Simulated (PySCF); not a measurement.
# C2H5BF2Si2: the cost of one run

Programs: PySCF 2.14.0, with density-fitted response routines of our own. Each step states its level of theory. These are calculated values for one molecule in the gas phase, unless marked as measured. Atoms count from 0, in the outputs and in this text.

### 1 The starting structure

12 atoms, charge 0, multiplicity 1; geometry from: PBE0-D3(BJ)/def2-SVP.

Bonds of the start (Å): F0–B1 1.32, B1–F2 1.32, B1–Si3 2.03, Si3–C4 1.84, C4–C5 1.22, C5–Si6 1.84, Si3–H7 1.49, Si3–H8 1.49, Si6–H9 1.49, Si6–H10 1.49, Si6–H11 1.49.

### 2 NMR shieldings: PBE0/6-31G*

Job settings and geometry (Å):

```
{"job": {"kind": "nmr", "xc": "PBE0", "basis": "6-31G*", "pop": true}, "charge": 0, "multiplicity": 1}
F     -3.794203    -0.690952     0.986686
B     -2.890273    -0.345696     0.092688
F     -3.111765     0.768641    -0.572192
Si    -1.241569    -1.478447    -0.274529
C      0.241194    -0.399950    -0.191620
C      1.223857     0.328060    -0.130080
Si     2.716049     1.394726    -0.043722
H     -1.117330    -2.579274     0.723951
H     -1.335777    -2.067070    -1.645300
H      3.458937     1.097226     1.214724
H      3.589441     1.110130    -1.218545
H      2.306303     2.828356    -0.058175
```

With the program's defaults for keys left out, this is: GIAO PBE0/6-31G* NMR shielding, non-relativistic, gas phase.

Command:

```console
OMP_NUM_THREADS=1 python probes_run.py task.json out
```

This one command runs all jobs of the session in turn.

**Question.** How long does this first job take on 1 thread of Arm Neoverse V1, shared host, and how much memory does it need?

About 11 s, with a peak of 0.65 GiB.
